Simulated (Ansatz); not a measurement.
I need Fermi-surface readings of CaPb, space group P4/mmm. Use the Ansatz DFT code, driven from Python. Settings: r2SCAN, PAW, the default cutoff (500 eV here), 7×7×5 k-points, Fermi-Dirac smearing of 0.1 eV, D3BJATM dispersion.

```yaml
crystal:
  lattice:
    - [3.56664, 0.00000, 0.00000]
    - [0.00000, 3.56664, 0.00000]
    - [0.00000, 0.00000, 4.62751]
  atoms:
    - { symbol: Ca, position: [0.00000, 0.00000, 0.00000] }
    - { symbol: Pb, position: [0.50000, 0.50000, 0.50000] }
```

The script, `fermi.py`:
```python
'''Fermi surface readings for CaPb.'''

import warnings

import ansatz as az


def main() -> None:
    warnings.simplefilter('ignore', az.DeckWarning)

    xtal = (
        az.Lattice.of((3.566636, 0.0, 0.0), (0.0, 3.566636, 0.0), (0.0, 0.0, 4.627512))
        .atom('Ca', (0.0, 0.0, 0.0))
        .atom('Pb', (0.5, 0.5, 0.5))
    )

    calc = (
        xtal.calculation()
        .scf(extra_bands=12)
        .kpoints(spacing=0.29)
        .functional('r2scan', dispersion='d3bjatm')
        .occupations('fermi_dirac', width=0.1)
        .eigenstates(nscf_kmesh=(10, 10, 8), level_slopes=True)
    )
    surface = calc.run(threads=1).fermi_surface().to_plain()
    for way, reading in surface.items():
        if reading:
            rho_lambda = [f'{v:.3e}' for v in reading['resistivity_times_mean_free_path_ohm_m2']]
            print(f'{way:24s} area {reading["spin_summed_area_per_ang2"]:8.3f} 1/A^2  rho*lambda (ohm m^2) {rho_lambda}')


if __name__ == '__main__':
    main()
```

Running `python fermi.py` prints:
```text
by_tetrahedra            area   18.465 1/A^2  rho*lambda (ohm m^2) ['1.267e-15', '1.267e-15', '4.272e-15']
by_slopes                area   20.292 1/A^2  rho*lambda (ohm m^2) ['1.104e-15', '1.104e-15', '5.556e-15']
on_every_second_point    area   15.440 1/A^2  rho*lambda (ohm m^2) ['1.542e-15', '1.542e-15', '4.577e-15']
```

What to keep in mind:
- These settings explore the input space; cutoff and mesh may be short of convergence.
- Dispersion corrections can be off by several per cent in the lattices of metals, and by several GPa in the pressure at a fixed cell.
- For a metal this k-point mesh is coarse: on a finer one energies can move by several to tens of meV an atom and pressures by half a GPa or more, differences at one mesh by less.
- Spin-orbit coupling, which matters for elements this heavy, is left out.
- This cell is a computed structure, which may not be the phase found in nature.
- The three readings differ by the mesh error.
- Wall time of the script: 5.5 s on 1 thread of AMD EPYC 9R45 96-Core Processor (Zen 5), on a shared host, peak memory 0.51 GiB.

(Lines on the test bed's own set-up are left out of the output.)
